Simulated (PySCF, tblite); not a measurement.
**C₄H₃F₃N₂Si: geometry, infrared bands and NMR shifts**

What infrared bands and NMR shifts should C₄H₃F₃N₂Si (`N#CC1=N[Si@H](C(F)(F)F)C1`) show?

The runs use tblite 0.8.0 and PySCF 2.14.0, with density-fitted response routines of our own; the level of theory stands in each step. All values are computed, except where a source is named. Atoms are numbered from 0 throughout.

### Step 1. Starting geometry

13 atoms, charge 0, multiplicity 1; geometry from: force field or distance geometry start.

Bonds of the start (Å): N0–C1 1.13, C1–C2 1.46, C2–N3 1.25, N3–Si4 1.75, Si4–C5 1.85, C5–F6 1.40, C5–F7 1.38, C5–F8 1.39, Si4–C9 1.81, C9–C2 1.45, Si4–H10 1.46, C9–H11 1.12, C9–H12 1.13.

### Step 2. Geometry optimisation with GFN2-xTB

Job settings and geometry (Å):

```
{"job": {"kind": "relax", "xc": "GFN2-xTB", "basis": "xTB"}, "charge": 0, "multiplicity": 1}
N     -3.488600     1.428800    -1.556100
C     -2.560500     1.091200    -1.012100
C     -1.356200     0.673300    -0.310600
N     -0.278700     1.247700    -0.052500
Si     0.656700     0.064400     0.830700
C      2.148300    -0.435000    -0.134300
F      2.697400     0.707700    -0.717500
F      1.843300    -1.284800    -1.181100
F      3.159300    -0.975000     0.657000
C     -0.968900    -0.564800     0.344100
H      0.832300     0.247600     2.263900
H     -1.013900    -1.438800    -0.352000
H     -1.674800    -0.761900     1.202800
```

Run with:

```
$ OMP_NUM_THREADS=1 python probes_run.py task.json out
```

The driver reads the jobs from task.json and runs them one after another.

**Question.** This job is followed by: GFN2-xTB harmonic vibrations, gas phase; GIAO PBE0/pcSseg-1 NMR shielding, non-relativistic, gas phase. Predict these results of the whole session: strongest single infrared mode (GFN2-xTB); zero-point energy (GFN2-xTB); 13C shifts against TMS (PBE0/pcSseg-1); 1H shifts against TMS (PBE0/pcSseg-1); 15N shifts against NH3 (PBE0/pcSseg-1); 29Si shifts against TMS (PBE0/pcSseg-1); 19F shifts against CFCl3 (PBE0/pcSseg-1, means over atoms taken as alike).

The runs gave:

| quantity | value |
| --- | --- |
| strongest single infrared mode (GFN2-xTB) | 1026 cm⁻¹, 231 km/mol |
| zero-point energy (GFN2-xTB) | 41.9 kcal/mol |
| 13C shifts against TMS (PBE0/pcSseg-1) | 189.0, 136.4, 118.4, 39.8 ppm |
| 1H shifts against TMS (PBE0/pcSseg-1) | 5.39, 3.10, 2.90 ppm |
| 15N shifts against NH3 (PBE0/pcSseg-1) | 496.9, 331.2 ppm |
| 29Si shifts against TMS (PBE0/pcSseg-1) | -11.7 ppm |
| 19F shifts against CFCl3 (PBE0/pcSseg-1, means over atoms taken as alike) | -74.2 ppm |

**Reading.** The optimisation took 112 steps and gained 1.556 eV; among the close pairs (by a distance rule), Si4–C9 changed most, from 1.810 to 1.931 Å. No mode is imaginary among the 33: a minimum at this level. The strongest single mode, at 1026 cm⁻¹, moves mainly C5. GFN2-xTB is a fitted tight-binding method: band positions and strengths are rough. Its intensities can rank the bands wrongly. At PBE0/pcSseg-1: The largest span, 940 ppm, is at N3, where the paramagnetic term is -553 ppm.
